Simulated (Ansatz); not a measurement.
# Li: the cost of one run

All numbers are computed with Ansatz 0.2.0 through its Python package. Level of theory: DFT r2SCAN, plane waves, PAW.

## (1) The system

Li Im-3m: The structure is cubic, space group Im-3m (No. 229). Conventional cell: a = 3.510 Å, b = 3.510 Å, c = 3.510 Å, α = 90.00°, β = 90.00°, γ = 90.00°. Li (site symmetry m-3m) has 8 Li at 3.04 Å as nearest neighbours.

LiGd Pm-3m: The structure is cubic, space group Pm-3m (No. 221). The conventional cell has a = 3.780 Å, b = 3.780 Å, c = 3.780 Å, α = 90.00°, β = 90.00°, γ = 90.00°. Gd (site symmetry m-3m) has 8 Li at 3.27 Å as nearest neighbours. Li (site symmetry m-3m) is surrounded by 8 Gd at 3.27 Å.

Gd Im-3m: The structure is cubic, space group Im-3m (No. 229). Conventional cell: a = 4.050 Å, b = 4.050 Å, c = 4.050 Å, α = 90.00°, β = 90.00°, γ = 90.00°. Gd (site symmetry m-3m) has 8 Gd at 3.51 Å as nearest neighbours.

The script holds or builds the structure itself.

## (2) The script

The input, li.py:

```python
'''Ordered Li-Gd cells across composition, after relaxing cells and atoms.'''

from collections import Counter
import warnings

import ansatz
import numpy as np


def bcc(first, a):
    return (
        ansatz.Lattice.bcc(a)
        .space_group(229)
        .atom(first, (0, 0, 0))
        .primitive()
    )

A_FIRST, A_LAST = 3.51, 4.05


def run_phase(name, crystal):
    calc = (
        crystal.calculation()
        .functional(ansatz.Functional.R2SCAN)
        .basis(600)
        .kpoints(spacing=0.33)
        .occupations('cold', width=0.05)
        .spin('collinear')
        .band_table()
    )
    calc = calc.relax(force_tolerance=0.03, cell=True)
    return calc.run(threads=1, backend='cpu')


def volume_per_atom(outcome):
    return abs(np.linalg.det(outcome.lattice.cell_ang)) / len(outcome.lattice.sites)


def counts(outcome):
    return Counter(site.symbol for site in outcome.lattice.sites)

warnings.simplefilter('ignore', ansatz.DeckWarning)

# ordered cells: the first k mixed sites take the second element
phases = {}
for k in range(2 + 1):
    a = A_FIRST + (A_LAST - A_FIRST) * k / 2
    cell = bcc('Li', a).conventional().resolved()
    sites = [site.position for site in cell.sites if site.symbol == 'Li']
    for position in sites[:k]:
        cell = cell.substitution('Gd', at=position, replaces='Li')
    phases[f'Li{2 - k}Gd{k}'] = cell.resolved()
moments = {'Gd': 7.0}
phases = {name: cell.moments({e: v for e, v in moments.items() if e in cell.species()}) for name, cell in phases.items()}

done = {}
for name, crystal in phases.items():
    done[name] = run_phase(name, crystal)
    print(f'{name}: {done[name].report["energy_sigma0_ev"]:.4f} eV, {len(done[name].lattice.sites)} atoms')

# x is the share of the second element on the mixed sites; both end members stand on this same lattice
x = {name: counts(o)['Gd'] / (counts(o)['Li'] + counts(o)['Gd']) for name, o in done.items()}
first, last = min(x, key=x.get), max(x, key=x.get)
energy = {name: o.report['energy_sigma0_ev'] / len(o.lattice.sites) for name, o in done.items()}
volume = {name: volume_per_atom(o) for name, o in done.items()}
rows = []
for name in sorted(done, key=x.get):
    line = lambda table: (1 - x[name]) * table[first] + x[name] * table[last]
    rows.append((name, x[name], 1000 * (energy[name] - line(energy)), volume[name], 100 * (volume[name] / line(volume) - 1)))
print('      cell       x(Gd)  E_mix (meV/atom)  V (A^3/atom)  excess V (%)')
for row in rows:
    print(f'{str(row[0]):>10}  {row[1]:10.3f}  {row[2]:+16.1f}  {row[3]:12.3f}  {row[4]:+12.2f}')
```

## (3) The input behind the calls

The engine receives this input (first run):

```yaml
crystal:
  lattice:
    - [3.51, 0.0, 0.0]
    - [2.1492551325036047e-16, 3.51, 0.0]
    - [2.1492551325036047e-16, 2.1492551325036047e-16, 3.51]
  atoms:
    - { symbol: Li, position: [0.0, 0.0, 0.0] }
    - { symbol: Li, position: [0.5, 0.5, 0.5] }
basis:
  ecutwfc: 600.0
kpoints:
  mp_grid:
    kspacing: 0.33
hamiltonian:
  xc: r2scan
magnetization:
  spin_polarized: true
scf:
  occupations:
    method: cold
    width: 0.05
relax:
  f_tol: 0.03
  cell: {}
output:
  eigenvalues: true
```

## (4) Launch

Run with:

```bash
$ python li.py
```

**Question.** How long does this script take on 1 thread of Intel Xeon 6975P-C (Granite Rapids), shared host, and how much memory does it need?

About 26 s, with a peak of 0.73 GiB.
